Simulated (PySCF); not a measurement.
# C₃H₁₁NSi₂: a tour of settings, part 2 of 2

PySCF 2.14.0. Atoms count from 0. The steps go on from the part before.

## Step 6: Indirect couplings: PBE0/cc-pVDZ

Job settings and geometry (Å):

```
{"job": {"kind": "j", "xc": "PBE0", "basis": "cc-pVDZ", "scf": {"aux": "def2-qzvpp-jkfit", "guess": "atom"}}, "charge": 0, "multiplicity": 1}
C      2.419398    -0.954440    -0.223645
C      1.600461     0.076341    -0.137149
C      0.371458     0.255016    -0.971752
N     -0.835079     0.247754    -0.158638
Si    -1.392061    -1.319491     0.343296
Si    -1.295992     1.742991     0.591865
H      3.282572    -1.056648     0.412542
H      2.263393    -1.739571    -0.945764
H      1.761404     0.853141     0.599106
H      0.433308     1.211160    -1.503099
H      0.309495    -0.546251    -1.713878
H     -2.721199    -1.121964     0.908697
H     -0.500190    -1.938751     1.331686
H     -1.424632    -2.149744    -0.864111
H     -1.067258     2.786559    -0.411790
H     -0.506332     2.053233     1.792941
H     -2.705745     1.612697     0.939784
```

Level: PBE0/cc-pVDZ indirect spin-spin coupling, non-relativistic, gas phase.

The program printed:

```text
final grid: 127560 points
cycle   1  E = -753.9175412305  dE =  1.523e+00  |g| = 1.045e+00  |ddm| = 8.334e+00
cycle   2  E = -753.5538277442  dE =  3.637e-01  |g| = 1.563e+00  |ddm| = 4.302e+00
cycle   3  E = -754.1774121141  dE = -6.236e-01  |g| = 2.645e-01  |ddm| = 2.572e+00
cycle   4  E = -754.1934738850  dE = -1.606e-02  |g| = 7.593e-02  |ddm| = 4.800e-01
cycle   5  E = -754.1948488404  dE = -1.375e-03  |g| = 2.768e-02  |ddm| = 1.542e-01
cycle   6  E = -754.1950358693  dE = -1.870e-04  |g| = 8.384e-03  |ddm| = 4.813e-02
cycle   7  E = -754.1950540329  dE = -1.816e-05  |g| = 1.102e-03  |ddm| = 1.358e-02
cycle   8  E = -754.1950543619  dE = -3.290e-07  |g| = 3.685e-04  |ddm| = 2.647e-03
cycle   9  E = -754.1950543948  dE = -3.293e-08  |g| = 9.155e-05  |ddm| = 7.242e-04
cycle  10  E = -754.1950543972  dE = -2.394e-09  |g| = 1.805e-05  |ddm| = 1.941e-04
cycle  11  E = -754.1950543973  dE = -8.527e-11  |g| = 4.450e-06  |ddm| = 5.081e-05
converged SCF energy = -754.1950543973

Indirect spin-spin couplings (Hz)
  i      j    bonds     total        FC       PSO       DSO        SD
  0 C    1 C    1     84.859    93.660    -8.963     0.162         -
  0 C    2 C    2     -0.946    -0.705    -0.219    -0.022         -
  0 C    3 N    3     -1.863    -1.897    -0.045     0.011     0.068
  0 C    4 Si   4      0.287     0.319    -0.024     0.002    -0.010
  0 C    6 H    1    154.860   154.118     0.108     0.634         -
  0 C    7 H    1    151.132   150.346     0.099     0.686         -
  0 C    8 H    2     -1.954    -0.194    -1.261    -0.500         -
  0 C    9 H    3      6.817     7.005     0.176    -0.364         -
  0 C   10 H    3      4.598     4.787    -0.268     0.078         -
  0 C   12 H    5      0.591     0.436    -0.023     0.178         -
  0 C   16 H    5     -0.162    -0.023     0.128    -0.267         -
  1 C    2 C    1     58.978    59.807    -1.088     0.259         -
  1 C    3 N    2      1.097     0.801     0.289    -0.030     0.037
  1 C    4 Si   3     -0.183    -0.190     0.004    -0.008     0.010
  1 C    5 Si   3     -0.333    -0.356     0.025    -0.004     0.003
  1 C    6 H    2     -2.919    -1.065    -1.350    -0.504         -
  1 C    7 H    2     -2.620    -0.668    -1.489    -0.463         -
  1 C    8 H    1    147.546   146.733    -0.172     0.986         -
  1 C    9 H    2     -4.691    -4.685     0.000    -0.006         -
  1 C   10 H    2     -0.663    -0.439    -0.186    -0.038         -
  1 C   11 H    4     -0.319    -0.144     0.125    -0.299         -
  1 C   12 H    4      0.458     0.247     0.001     0.210         -
  1 C   13 H    4      0.289     0.323     0.044    -0.077         -
  1 C   14 H    4      0.245     0.266     0.008    -0.030         -
  1 C   16 H    4     -0.656    -0.470     0.114    -0.300         -
  2 C    3 N    1    -11.654   -10.910    -0.104    -0.133    -0.508
  2 C    4 Si   2     -0.504    -0.760     0.211    -0.001     0.047
  2 C    5 Si   2     -0.283    -0.597     0.268     0.003     0.044
  2 C    6 H    3      9.195     9.379     0.239    -0.423         -
  2 C    7 H    3      5.854     5.876    -0.107     0.085         -
  2 C    8 H    2      3.032     3.149    -0.031    -0.086         -
  2 C    9 H    1    145.787   144.467     0.215     1.105         -
  2 C   10 H    1    143.831   142.549     0.149     1.132         -
  2 C   11 H    3      4.440     4.752     0.123    -0.434         -
  2 C   12 H    3     -0.408    -0.346    -0.001    -0.061         -
  2 C   13 H    3      1.844     1.793    -0.062     0.114         -
  2 C   14 H    3      2.684     2.623    -0.077     0.137         -
  2 C   15 H    3     -0.592    -0.499     0.021    -0.115         -
  2 C   16 H    3      3.639     3.944     0.113    -0.417         -
  3 N    4 Si   1     17.944    19.577    -2.021     0.055     0.332
  3 N    5 Si   1     18.064    19.731    -2.034     0.055     0.312
  3 N    6 H    4      0.690     0.707    -0.075     0.089    -0.031
  3 N    7 H    4      0.751     0.709    -0.032     0.029     0.045
  3 N    8 H    3     -0.808    -0.753     0.006    -0.061     0.001
  3 N    9 H    2     -0.676    -0.418    -0.209    -0.044    -0.006
  3 N   10 H    2     -1.261    -1.007    -0.202    -0.046    -0.006
  3 N   11 H    2     -3.861    -3.940     0.038     0.021     0.020
  3 N   12 H    2     -1.607    -1.659    -0.020     0.062     0.010
  3 N   13 H    2     -2.475    -2.535     0.024     0.024     0.012
  3 N   14 H    2     -2.124    -2.188     0.024     0.025     0.016
  3 N   15 H    2     -2.064    -2.130    -0.017     0.069     0.014
  3 N   16 H    2     -3.847    -3.922     0.036     0.022     0.017
  4 Si   5 Si   2      2.248     2.471    -0.105    -0.019    -0.099
  4 Si   9 H    3     -7.232    -7.277    -0.220     0.322    -0.057
  4 Si  10 H    3     -3.037    -3.072     0.088    -0.094     0.041
  4 Si  11 H    1   -182.648  -182.958     0.941    -0.278    -0.352
  4 Si  12 H    1   -186.870  -187.221     0.982    -0.281    -0.350
  4 Si  13 H    1   -185.373  -185.769     1.019    -0.280    -0.343
  4 Si  14 H    3     -5.544    -5.683    -0.108     0.296    -0.049
  4 Si  15 H    3      0.640     0.529    -0.026     0.124     0.014
  4 Si  16 H    3     -1.144    -1.210     0.035    -0.024     0.055
  5 Si   6 H    5     -0.166    -0.218    -0.095     0.140     0.007
  5 Si   7 H    5     -0.162    -0.204    -0.123     0.175    -0.010
  5 Si   9 H    3     -3.491    -3.550     0.098    -0.092     0.053
  5 Si  10 H    3     -7.136    -7.191    -0.199     0.309    -0.054
  5 Si  11 H    3     -1.435    -1.487     0.038    -0.042     0.055
  5 Si  12 H    3      0.400     0.289    -0.043     0.148     0.007
  5 Si  13 H    3     -4.761    -4.899    -0.104     0.283    -0.041
  5 Si  14 H    1   -183.594  -183.980     1.003    -0.274    -0.343
  5 Si  15 H    1   -180.801  -181.167     0.954    -0.269    -0.319
  5 Si  16 H    1   -187.058  -187.383     0.964    -0.271    -0.368
  6 H    7 H    2     -1.691    -0.929     2.642    -3.404         -
  6 H    8 H    3      6.860     7.230     0.201    -0.572         -
  6 H    9 H    4     -1.764    -1.297     1.088    -1.555         -
  6 H   10 H    4     -0.904    -0.393     1.039    -1.550         -
  6 H   11 H    6     -0.507     0.048     0.450    -1.005         -
  6 H   12 H    6      0.293     0.100     0.091     0.102         -
  6 H   13 H    6     -0.241    -0.005     0.461    -0.697         -
  6 H   14 H    6     -0.294    -0.024     0.469    -0.738         -
  6 H   16 H    6     -0.316     0.148     0.449    -0.914         -
  7 H    8 H    3     10.958    12.466     1.658    -3.166         -
  7 H    9 H    4     -2.079    -1.819     0.799    -1.059         -
  7 H   10 H    4      0.285    -0.396    -1.172     1.853         -
  7 H   11 H    6     -0.597     0.093     0.324    -1.014         -
  7 H   12 H    6      0.529     0.204    -0.168     0.493         -
  7 H   13 H    6      0.431     0.069    -0.374     0.736         -
  7 H   14 H    6     -0.277    -0.010     0.501    -0.767         -
  7 H   16 H    6     -0.328     0.143     0.463    -0.934         -
  8 H    9 H    3      3.012     2.794     0.403    -0.184         -
  8 H   10 H    3      6.875     7.718     1.802    -2.646         -
  8 H   11 H    5     -0.635    -0.045     0.436    -1.026         -
  8 H   13 H    5     -0.493     0.023     0.686    -1.202         -
  8 H   15 H    5      0.963     0.099    -0.977     1.840         -
  8 H   16 H    5     -0.873    -0.017     0.284    -1.140         -
  9 H   10 H    2    -12.081   -11.969     1.527    -1.639         -
  9 H   11 H    4      0.206     0.950     0.797    -1.541         -
  9 H   12 H    4     -0.664    -0.046     0.945    -1.563         -
  9 H   14 H    4      0.649    -0.440    -1.131     2.220         -
  9 H   15 H    4     -0.168     0.217     0.175    -0.560         -
  9 H   16 H    4     -0.474     0.552     0.440    -1.466         -
 10 H   11 H    4     -0.679     0.401     0.465    -1.545         -
 10 H   13 H    4      0.716    -0.291    -1.075     2.082         -
 10 H   15 H    4     -0.302     0.363     0.921    -1.586         -
 11 H   12 H    2      3.938     5.508     0.411    -1.981         -
 11 H   13 H    2     -0.308     1.403     0.418    -2.129         -
 11 H   14 H    4     -0.196     0.626     0.367    -1.190         -
 11 H   15 H    4     -0.343    -0.000     0.153    -0.496         -
 11 H   16 H    4      1.163     0.039    -0.573     1.697         -
 12 H   13 H    2      6.188     7.669     0.360    -1.841         -
 12 H   14 H    4     -0.462     0.457     0.521    -1.440         -
 12 H   16 H    4     -0.644    -0.073     0.250    -0.821         -
 13 H   15 H    4     -0.725     0.245     0.517    -1.487         -
 14 H   15 H    2      5.833     7.304     0.389    -1.860         -
 14 H   16 H    2     -0.747     0.979     0.431    -2.157         -
 15 H   16 H    2      4.857     6.403     0.430    -1.976         -
```

Wall time 37 s (1 thread of Intel Xeon Platinum 8375C at 2.90GHz, shared host); peak memory 0.8 GiB.

The basis is not made for couplings: without tight functions at the nuclei these values are rough.

A choice of the couplings up to four bonds, sorted by the number of bonds, with means over like pairs; isotopes 13C, 1H, 15N, 29Si:

| pair | bonds | J (Hz) | Fermi contact (Hz) | dihedral (°) |
| --- | --- | --- | --- | --- |
| Si4–H11 | 1 | -184.4 | -184.7 | – |
| C0–H6 | 1 | 154.9 | 154.1 | – |
| C0–H7 | 1 | 151.1 | 150.3 | – |
| C1–H8 | 1 | 147.5 | 146.7 | – |
| C2–H9 | 1 | 144.8 | 143.5 | – |
| C0–C1 | 1 | 84.9 | 93.7 | – |
| C1–C2 | 1 | 59.0 | 59.8 | – |
| N3–Si4 | 1 | 18.0 | 19.7 | – |
| C2–N3 | 1 | -11.7 | -10.9 | – |
| H9–H10 | 2 | -12.1 | -12.0 | – |
| H11–H12 | 2 | 3.3 | 4.9 | – |
| C2–H8 | 2 | 3.0 | 3.1 | – |
| C1–H6 | 2 | -2.9 | -1.1 | – |
| C1–H9 | 2 | -2.7 | -2.6 | – |
| N3–H11 | 2 | -2.7 | -2.7 | – |
| C1–H7 | 2 | -2.6 | -0.7 | – |
| Si4–Si5 | 2 | 2.2 | 2.5 | – |
| C0–H8 | 2 | -2.0 | -0.2 | – |
| H7–H8 | 3 | 11.0 | 12.5 | 179 |
| C2–H6 | 3 | 9.2 | 9.4 | -179 |
| H6–H8 | 3 | 6.9 | 7.2 | -1 |
| C2–H7 | 3 | 5.9 | 5.9 | 2 |
| C0–H9 | 3 | 5.7 | 5.9 | – |
| Si4–H9 | 3 | -5.2 | -5.3 | – |
| H8–H9 | 3 | 4.9 | 5.3 | – |
| Si4–H14 | 3 | -2.0 | -2.1 | – |
| C2–H11 | 3 | 1.9 | 2.0 | – |
| H6–H9 | 4 | -1.3 | -0.8 | – |

The spin-dipole term was solved for some atoms only; pairs without it lack that part.

Quadrupole couplings from the field gradients of the same density:

| atom | isotope | eQq/h (MHz) | η |
| --- | --- | --- | --- |
| N3 | 14N | -3.738 | 0.56 |

Shifts (PBE0/pcSseg-1, unscaled) and these couplings together give the proton spectrum at 300 MHz below.

1H NMR δ 6.21 (ddt, J = 11.0, 6.9, 4.9 Hz, 1H), 5.42 (dq, J = 6.9, 1.5 Hz, 1H), 5.38 (dd, J = 11.0, 1.7 Hz, 1H), 4.71 (s, 6H), 3.61 (dd, J = 4.9, 1.3 Hz, 2H). The letters are first-order; like nuclei with unlike couplings give more lines.

## Step 7: Results

The summary covers parts 1 to 2.

| quantity | value |
| --- | --- |
| 13C shifts against TMS (PBE0/pcSseg-1) | 143.9, 122.1, 59.9 ppm |
| 1H shifts against TMS (PBE0/pcSseg-1, means over atoms taken as alike) | 6.21, 5.42, 5.38, 4.71, 3.61 ppm |
| 15N shifts against NH3 (PBE0/pcSseg-1) | 14.6 ppm |
| 29Si shifts against TMS (PBE0/pcSseg-1, means over atoms taken as alike) | -47.1 ppm |
| surface potential, 1st and 99th percentile | -0.59 V and 1.17 V |
| lowest singlet (PBE0/def2-SVPD) | 5.59 eV (222 nm), f = 0.015 |
| brightest single state of those computed | state 6, 7.03 eV, f = 0.116 |
| lowest triplet | 4.45 eV |
| largest coupling of the table (PBE0/cc-pVDZ) | 1J(Si,H) Si4–H11, -184.4 Hz |

**Reading.** Single values in the summary come from the first run of each kind that ended normally (PBE0/pcSseg-1; PBE0/def2-SVPD; PBE0/cc-pVDZ), which need not be the best level. The most deshielded carbon is C1 (alkene CH), at 143.9 ppm: the olefinic region. The most deshielded hydrogen is H8 (hydrogen on an alkene CH), at 6.21 ppm: attached to an sp2 carbon and in the plane of the double bond. At PBE0/pcSseg-1: The widest tensor belongs to C1: span 236 ppm, with a paramagnetic part of -216 ppm. The first singlet state (HOMO→LUMO 0.96) lies at 5.59 eV and is weak; of the 6 states computed, the strongest absorption comes from state 6 at 7.03 eV (the last computed, so partners may be missing). The lowest triplet lies 1.14 eV below the lowest singlet (triplets in Tamm-Dancoff, singlets in full TDDFT). States above −ε(HOMO) lie where TDDFT describes them poorly and they hang on the basis; the brightest is among them. Of the pairs tabulated at PBE0/cc-pVDZ, Si4–H11 (mean over like pairs) couples most strongly (-184.4 Hz; Fermi contact -184.7 Hz). Couplings across rotatable bonds belong to this one conformer; where others are populated, the observed values are averages. Couplings from bases without tight functions are rough.
